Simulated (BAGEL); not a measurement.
# AlBNH4F (SMILES [NH2][AlH][BH]F): a chain of runs

Wanted: the energy (HF/6-31G*), then a single-point energy (NEVPT2(2,2)/6-31G*), then the energy (CASPT2(2,2)/6-31G*) of AlBNH4F. 

The results are computed with BAGEL 1.2.2.

2 further runs of the same task are left out: 2 set aside as unsound or not needed.

## (1) The system as given

AlBNH4F: 8 atoms, total charge 0, spin state singlet. As SMILES, `[NH2][AlH][BH]F`. The N1–H5 distance was set to 1.612 Å, away from the relaxed value. At this shape a bond of the SMILES string is far longer than usual.

Bond lengths: N1–Al2 1.770 Å, Al2–B3 2.169 Å, B3–F4 1.330 Å, N1–H6 1.008 Å, Al2–H7 1.590 Å, B3–H8 1.208 Å. Angles: N1–Al2–B3 116.8°, Al2–B3–F4 118.5°, N1–Al2–H7 116.9°, B3–Al2–H7 126.3°, Al2–N1–H6 124.3°, Al2–B3–H8 127.4°, F4–B3–H8 114.1°. A long bond or contact: N1–H5 1.612 Å.

## (2) The energy at HF/6-31G(d) (density fitting with svp-jkfit, spherical functions) (run 1)

input.json reads:

```json
{ "bagel": [

{
  "title": "molecule",
  "basis": "6-31gs.json",
  "df_basis": "svp-jkfit",
  "angstrom": true,
  "geometry": [
    { "atom": "N", "xyz": [   -0.836556,    0.750779,   -0.119656 ] },
    { "atom": "Al", "xyz": [    0.556744,   -0.240021,    0.339244 ] },
    { "atom": "B", "xyz": [    1.022344,   -1.925821,   -0.943656 ] },
    { "atom": "F", "xyz": [    0.220444,   -2.180221,   -1.973256 ] },
    { "atom": "H", "xyz": [   -1.365500,    2.050100,    0.674400 ] },
    { "atom": "H", "xyz": [   -1.416156,    0.576279,   -0.925456 ] },
    { "atom": "H", "xyz": [    1.347744,    0.192279,    1.648444 ] },
    { "atom": "H", "xyz": [    1.951544,   -2.691021,   -0.840156 ] }
  ]
},
{
  "title": "hf"
},
{
  "title": "print",
  "file": "orbitals.molden",
  "orbitals": true
}

]}
```

The basis set 6-31G* is read from a file made from the Basis Set Exchange's data (not shown).

The run is started by

```
$ BAGEL_NUM_THREADS=1 BAGEL input.json > input.out
```

The log of the run:

```text
* using 1 threads per process

  ===============================================================
  ===============================================================

  *** Geometry ***

  { "atom" : "N", "xyz" : [     -1.580862,      1.418767,     -0.226117 ] },
  { "atom" : "Al", "xyz" : [      1.052094,     -0.453574,      0.641078 ] },
  { "atom" : "B", "xyz" : [      1.931950,     -3.639274,     -1.783251 ] },
[... 4 lines of this table left out ...]
  { "atom" : "H", "xyz" : [      3.687884,     -5.085293,     -1.587665 ] },

  Number of auxiliary basis functions:      429

  Since a DF basis is specified, we compute 2- and 3-index integrals:
    o Being stored without compression. Storage requirement is 0.016 GB

  Number of basis functions:       68
  Number of electrons      :       38

    * METHOD: MOLECULE                             0.18

  *** RHF ***

  === Nuclear Repulsion ===
   126.5595540478

      * DIIS with orbital gradients will be used.

  === RHF iteration (6-31gs.json) ===
      0       -422.39783786          0.02995477           0.04
      1       -422.53621915          0.02429103           0.04
      2       -422.72625526          0.00224825           0.04
[... 11 lines of this table left out ...]
     14       -422.72954498          0.00000000           0.04
    * SCF iteration converged.

    * Permanent dipole moment:
           (    0.139515,    -0.204164,    -0.045608) a.u.

    * METHOD: HF                                   0.75

    * METHOD: PRINT                                0.01

  ===============================================================
```

Run time: 1.1 s. Hardware: 1 thread of Arm Neoverse V1, shared host; peak memory 0.15 GiB.

## (3) The energy at NEVPT2(2,2)/6-31G(d) (density fitting with svp-jkfit, spherical functions) (run 2)

input.json reads:

```json
{ "bagel" : [

{
  "title" : "molecule",
  "basis" : "6-31gs.json",
  "df_basis" : "svp-jkfit",
  "angstrom" : true,
  "geometry" : [
    { "atom" : "N", "xyz" : [   -0.836556,    0.750779,   -0.119656 ] },
    { "atom" : "Al", "xyz" : [    0.556744,   -0.240021,    0.339244 ] },
    { "atom" : "B", "xyz" : [    1.022344,   -1.925821,   -0.943656 ] },
    { "atom" : "F", "xyz" : [    0.220444,   -2.180221,   -1.973256 ] },
    { "atom" : "H", "xyz" : [   -1.365500,    2.050100,    0.674400 ] },
    { "atom" : "H", "xyz" : [   -1.416156,    0.576279,   -0.925456 ] },
    { "atom" : "H", "xyz" : [    1.347744,    0.192279,    1.648444 ] },
    { "atom" : "H", "xyz" : [    1.951544,   -2.691021,   -0.840156 ] }
  ]
},
{ "title" : "hf" },
{ "title" : "nevpt2", "nstate" : 1, "nact" : 2, "nclosed" : 18, "active" : [16, 21], "maxiter" : 200, "natocc" : true, "ncore" : 8 },
{ "title" : "print", "file" : "orbitals.molden", "orbitals" : true }

]}
```

The basis set 6-31G* is read from a file made from the Basis Set Exchange's data (not shown).

The run is started by

```
$ BAGEL_NUM_THREADS=1 BAGEL input.json > input.out
```

The log of the run:

```text
* using 1 threads per process

  ===============================================================
  ===============================================================

  *** Geometry ***

  { "atom" : "N", "xyz" : [     -1.580862,      1.418767,     -0.226117 ] },
  { "atom" : "Al", "xyz" : [      1.052094,     -0.453574,      0.641078 ] },
  { "atom" : "B", "xyz" : [      1.931950,     -3.639274,     -1.783251 ] },
[... 4 lines of this table left out ...]
  { "atom" : "H", "xyz" : [      3.687884,     -5.085293,     -1.587665 ] },

[... 23 lines left out ...]
    * SCF iteration converged.
[... 1 line left out ...]
    * Permanent dipole moment:
[... 28 lines left out ...]
    * Second-order optimization converged. *
[... 9 lines left out ...]
     * ci vector, state   0, <S^2> = 0.0000
       2.     0.9676877458
       .2    -0.2521515945

  === DF-NEVPT2 calculation ===

    * 3-index integral transformation done
    * assembly done

      NEVPT2 correlation energy:   -0.4356049281      0.10

          (+0)     -0.3725285701
          (+0)'    -0.0223079140
          (+1)     -0.0075798118
          (+1)'    -0.0000000000
          (+2)     -0.0005035825
          (-1)     -0.0301633704
          (-1)'     0.0000000000
          (-2)     -0.0025216792

      NEVPT2 total energy:       -423.2107933773

    * METHOD: NEVPT2                               2.70

    * METHOD: PRINT                                0.01

  ===============================================================
```

Run time: 3.9 s. Hardware: 1 thread of Arm Neoverse V1, shared host; peak memory 0.15 GiB.

## (4) A single-point energy at CASPT2(2,2)/6-31G(d) (density fitting with svp-jkfit, spherical functions) (run 3)

job.json reads:

```json
{ "bagel": [

{
  "title": "molecule",
  "basis": "6-31gs.json",
  "df_basis": "svp-jkfit",
  "angstrom": "true",
  "geometry": [
    { "atom": "N", "xyz": [      -0.836556,       0.750779,      -0.119656 ] },
    { "atom": "Al", "xyz": [       0.556744,      -0.240021,       0.339244 ] },
    { "atom": "B", "xyz": [       1.022344,      -1.925821,      -0.943656 ] },
    { "atom": "F", "xyz": [       0.220444,      -2.180221,      -1.973256 ] },
    { "atom": "H", "xyz": [      -1.365500,       2.050100,       0.674400 ] },
    { "atom": "H", "xyz": [      -1.416156,       0.576279,      -0.925456 ] },
    { "atom": "H", "xyz": [       1.347744,       0.192279,       1.648444 ] },
    { "atom": "H", "xyz": [       1.951544,      -2.691021,      -0.840156 ] }
  ]
},

{
  "title": "hf"
},

{
  "title": "casscf",
  "nstate": 1,
  "nact": 2,
  "nclosed": 18,
  "active": [16, 21],
  "maxiter": 200,
  "natocc": "true"
},

{
  "title": "print",
  "file": "orbitals.molden",
  "orbitals": "true"
},

{
  "title": "smith",
  "method": "caspt2",
  "ms": "true",
  "xms": "true",
  "sssr": "true",
  "shift": 0.2,
  "shift_imag": "true",
  "ncore": 8
}

]}
```

The basis set 6-31G* is read from a file made from the Basis Set Exchange's data (not shown).

The run is started by

```
$ BAGEL_NUM_THREADS=1 BAGEL job.json > job.out
```

The log of the run:

```text
* using 1 threads per process

  ===============================================================
  ===============================================================

  *** Geometry ***

  { "atom" : "N", "xyz" : [     -1.580862,      1.418767,     -0.226117 ] },
  { "atom" : "Al", "xyz" : [      1.052094,     -0.453574,      0.641078 ] },
  { "atom" : "B", "xyz" : [      1.931950,     -3.639274,     -1.783251 ] },
[... 4 lines of this table left out ...]
  { "atom" : "H", "xyz" : [      3.687884,     -5.085293,     -1.587665 ] },

[... 25 lines left out ...]
    * Permanent dipole moment:
[... 37 lines left out ...]
     * ci vector, state   0, <S^2> = 0.0000
[... 21 lines left out ...]
       #      aibj      arbs      arbi      airj      risj      airs      arst      rist         Etot      error   time
[... 9 lines left out ...]
      ------------------------------------------------------------------------------------------------------------------

    * CASPT2 energy : state  0     -423.2124916870
        w/o shift correction       -423.2102175611
        reference weight              0.8774336645

    * METHOD: SMITH                                0.38

  ===============================================================
```

Run time: 4.2 s. Hardware: 1 thread of Arm Neoverse V1, shared host; peak memory 0.15 GiB.

## (5) Summary of results

```
                               quantity          value
         run 1, HF/6-31G*: total energy  -422.72954 Eh
        run 1, HF/6-31G*: dipole moment         0.64 D
          run 1, HF/6-31G*: HOMO energy      -10.04 eV
          run 1, HF/6-31G*: LUMO energy        1.24 eV
        run 1, HF/6-31G*: HOMO–LUMO gap       11.28 eV
run 2, NEVPT2(2,2)/6-31G*: total energy  -423.21079 Eh
run 3, CASPT2(2,2)/6-31G*: total energy  -423.21249 Eh
```
